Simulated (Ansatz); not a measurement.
# C2H5FSSi: up Jacob's ladder to CCSD(T)

How much do the methods differ for C2H5FSSi? The plan is to run it at one geometry with functionals of several rungs and with coupled cluster, and see how far each lands from CCSD(T) at the basis-set limit for the atomisation energy.

The runs use Ansatz 0.2.0, Gaussian basis; functionals in def2-TZVPP, the program's frozen cores in correlated methods.

The runs, in order: PBE-D4, r2SCAN-D4, PBE0-D4, B3LYP-D4, ωB97X-V, ωB97M-V, B2PLYP; CCSD(T)/def2-TZVPP; MP2/def2-QZVPP; extrapolation to the limit.

## 1. The relaxed structure

All runs share one geometry, relaxed beforehand with PBE0-D4 in a triple-zeta def2 set.

10 atoms, charge 0, spin multiplicity 1.

Atoms are counted from 1 here; the program's logs count them from 0.

Bond lengths: F1–C2 1.371 Å, C2–C3 1.526 Å, C2–S5 1.847 Å, C2–H6 1.092 Å, C3–Si4 1.880 Å, C3–H7 1.092 Å, C3–H8 1.090 Å, Si4–S5 2.137 Å, Si4–H9 1.485 Å, Si4–H10 1.485 Å. Angles: F1–C2–C3 112.6°, F1–C2–S5 111.2°, F1–C2–H6 106.9°, C3–C2–S5 103.6°, C3–C2–H6 113.5°, S5–C2–H6 109.0°, C2–C3–Si4 93.7°, C2–C3–H7 108.2°, C2–C3–H8 114.4°, Si4–C3–H7 109.4°, Si4–C3–H8 121.0°, H7–C3–H8 109.0°, C3–Si4–S5 82.6°, C3–Si4–H9 117.9°, C3–Si4–H10 115.5°, S5–Si4–H9 116.3°, S5–Si4–H10 114.4°, H9–Si4–H10 108.5° and more.

## 2. PBE-D4 (GGA)

Contents of in.yaml:

```yaml
crystal:
  periodic: [false, false, false]
  atoms:
    - {symbol: F, position_ang: [-2.234439, 0.527844, 0.445669]}
    - {symbol: C, position_ang: [-0.869021, 0.618009, 0.530809]}
    - {symbol: C, position_ang: [-0.172926, 0.244442, -0.774874]}
    - {symbol: Si, position_ang: [1.128425, -0.809692, 0.079493]}
    - {symbol: S, position_ang: [-0.193247, -0.598362, 1.745713]}
    - {symbol: H, position_ang: [-0.637872, 1.628228, 0.873452]}
    - {symbol: H, position_ang: [-0.844147, -0.401110, -1.345971]}
    - {symbol: H, position_ang: [0.111489, 1.095550, -1.393214]}
    - {symbol: H, position_ang: [1.341240, -2.191473, -0.420851]}
    - {symbol: H, position_ang: [2.453697, -0.164636, 0.262771]}
basis:
  gaussian: {orbitals: def2-TZVPP}
hamiltonian: {xc: pbe, dispersion: d4}
output: {forces: true, orbitals: {seedname: orbitals}}
```

On the command line:

```sh
$ ansatz run in.yaml --threads 4 --pin off --events-out ev --progress --plain --max-ram 10444MiB
```

After this run come: r2SCAN-D4 (meta-GGA); PBE0-D4 (hybrid); B3LYP-D4 (hybrid); ωB97X-V (range-separated); ωB97M-V (range-separated); B2PLYP (double hybrid); CCSD(T) in def2-TZVPP; MP2 in def2-QZVPP.

Before running them: what should the planned runs give, taken together? Wanted: atomisation energy, CCSD(T)/CBS; farthest; mean size of error, hybrid; mean size of error, range-separated; gap, smallest and largest; T1 diagnostic; triples share of the correlation energy.

As calculated:

| quantity | value |
| --- | --- |
| atomisation energy, CCSD(T)/CBS | 3645.9 kJ/mol |
| functionals within 18.2 kJ/mol (0.5 %) | B3LYP-D4 |
| farthest | PBE-D4 (+85.6 kJ/mol) |
| mean size of error, hybrid | 19.3 kJ/mol |
| mean size of error, range-separated | 24.1 kJ/mol |
| gap, smallest and largest | 4.94 eV (PBE-D4), 11.35 eV (ωB97X-V) |
| T1 diagnostic | 0.0121 |
| triples share of the correlation energy | 4.0 % |

**Reading.** PBE-D4 is off by +85.6 kJ/mol. Double hybrids carry the basis error of their MP2 part in triple zeta, and no dispersion term here, so their miss is partly the set-up's. Misses under about 18.2 kJ/mol are within the doubt on the reference itself, which lacks core-valence correlation, relativity and higher excitations. Hartree-Fock recovers 72 % of the binding; the rest is correlation. The gap grows from 4.9 to 11.4 eV across the functionals, mostly with the share of exact exchange.
